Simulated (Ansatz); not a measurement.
# C2H8AsN: the cost of one run

Program: Ansatz 0.2.0. Level of theory: RKS PBE-D4/def2-SVP. These are calculated values, not measurements.

1 further run of the same task is left out (it didn't finish).

### 1 The structure to begin with

Bond lengths: C1–C2 1.496 Å, C2–As3 1.949 Å, As3–N4 1.845 Å, C1–H5 1.168 Å, C1–H6 1.086 Å, C1–H7 1.116 Å, C2–H8 1.085 Å, C2–H9 1.070 Å, As3–H10 1.610 Å, N4–H11 1.077 Å, N4–H12 1.015 Å. Angles (14 of 18 angles, heavy atoms first): C1–C2–As3 108.2°, C2–As3–N4 95.2°, C1–C2–H8 108.8°, C1–C2–H9 111.2°, As3–C2–H8 109.0°, As3–C2–H9 109.7°, C2–C1–H5 107.6°, C2–C1–H6 114.8°, C2–C1–H7 112.6°, C2–As3–H10 92.8°, N4–As3–H10 91.3°, As3–N4–H11 107.8°, As3–N4–H12 112.1°, H8–C2–H9 109.9°.

Coordinates:

```xyz
12

C    -0.0492    1.7961   -0.2522
C    -0.5358    0.3885   -0.1162
As    0.9955   -0.8051   -0.2909
N     0.1105   -2.3027    0.3236
H    -0.9799    2.4996   -0.1940
H     0.6301    2.1201    0.5310
H     0.3996    1.9999   -1.2537
H    -0.9711    0.2627    0.8702
H    -1.2622    0.1563   -0.8673
H     1.5271   -0.4667    1.1903
H    -0.5376   -2.6482   -0.4645
H     0.7499   -3.0557    0.5576
```

### 2 End point A

The input, input.yaml:

```yaml
crystal:
  periodic: [false, false, false]
  atoms:
    - { symbol: C, position_ang: [-0.0492, 1.7961, -0.2522] }
    - { symbol: C, position_ang: [-0.5358, 0.3885, -0.1162] }
    - { symbol: As, position_ang: [0.9955, -0.8051, -0.2909] }
    - { symbol: "N", position_ang: [0.1105, -2.3027, 0.3236] }
    - { symbol: H, position_ang: [-0.9799, 2.4996, -0.194] }
    - { symbol: H, position_ang: [0.6301, 2.1201, 0.531] }
    - { symbol: H, position_ang: [0.3996, 1.9999, -1.2537] }
    - { symbol: H, position_ang: [-0.9711, 0.2627, 0.8702] }
    - { symbol: H, position_ang: [-1.2622, 0.1563, -0.8673] }
    - { symbol: H, position_ang: [1.5271, -0.4667, 1.1903] }
    - { symbol: H, position_ang: [-0.5376, -2.6482, -0.4645] }
    - { symbol: H, position_ang: [0.7499, -3.0557, 0.5576] }
basis:
  gaussian: { orbitals: def2-SVP }
hamiltonian:
  xc: pbe
  dispersion: d4
relax:
  f_tol: 0.02
  max_steps: 50
```

Started as:

```sh
ansatz run input.yaml --threads 2 --pin off --max-ram 3072MiB --backend cpu --events-out ev --progress --plain --runs-dir out
```

What time and memory should one allow on 2 threads of Arm Neoverse V1, shared host?

About 44 s, with a peak of 0.16 GiB.
